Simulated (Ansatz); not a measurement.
# H4MoN2O2 (MoO2(NH2)2): the cost of one run

Method: the settings change from run to run; program: Ansatz 0.2.0, Gaussian basis.

3 further runs of the same task are left out: 3 set aside as unsound or not needed.

## Step 1: The geometry

The structure was relaxed beforehand with PBE0-D4/def2-SVP. Mo takes a core potential in def2 sets; no spin-orbit term is included.

9 atoms, charge 0, spin multiplicity 1.

Atoms are counted from 1 here; the program's logs count them from 0.

Bond lengths: Mo1–O2 1.681 Å, Mo1–O3 1.681 Å, Mo1–N4 1.929 Å, Mo1–N7 1.929 Å, N4–H5 1.016 Å, N4–H6 1.016 Å, N7–H8 1.016 Å, N7–H9 1.016 Å. Angles: O2–Mo1–O3 114.7°, O2–Mo1–N4 107.7°, O2–Mo1–N7 107.7°, O3–Mo1–N4 107.7°, O3–Mo1–N7 107.7°, N4–Mo1–N7 111.3°, Mo1–N4–H5 124.2°, Mo1–N4–H6 124.2°, H5–N4–H6 111.4°, Mo1–N7–H8 124.2°, Mo1–N7–H9 124.2°, H8–N7–H9 111.4°.

## Step 2: revPBE0/def2-mTZVPP

Options: unrestricted orbitals, atoms shaken by 0.15 Å.

Contents of in.yaml:

```yaml
crystal:
  periodic: [false, false, false]
  atoms:
    - {symbol: Mo, position_ang: [0.449148, 0.332325, 0.339812]}
    - {symbol: O, position_ang: [0.704794, 0.094610, 1.964403]}
    - {symbol: O, position_ang: [2.276217, -0.169504, -0.075593]}
    - {symbol: N, position_ang: [-0.020031, 1.638393, -0.206457]}
    - {symbol: H, position_ang: [-0.168862, 2.093753, -1.093434]}
    - {symbol: H, position_ang: [-1.007851, 1.854876, 0.053286]}
    - {symbol: N, position_ang: [-0.173984, -1.893179, -0.255146]}
    - {symbol: H, position_ang: [-1.202447, -1.952369, 0.205302]}
    - {symbol: H, position_ang: [-0.067909, -2.131051, -1.217707]}
basis:
  gaussian: {orbitals: def2-mTZVPP}
magnetization: {spin_polarized: true, initial_magnetization: 0}
hamiltonian: {xc: {name: revPBE0}}
scf: {omitted_lower_state_checks: [starts]}
output: {forces: true}
```

Command:

```bash
ansatz run in.yaml --threads 2 --pin off --events-out ev --progress --plain --max-ram 4352MiB
```

What time and memory should one allow on 2 threads of Arm Neoverse V1, shared host?

About 23 s, with a peak of 0.58 GiB.
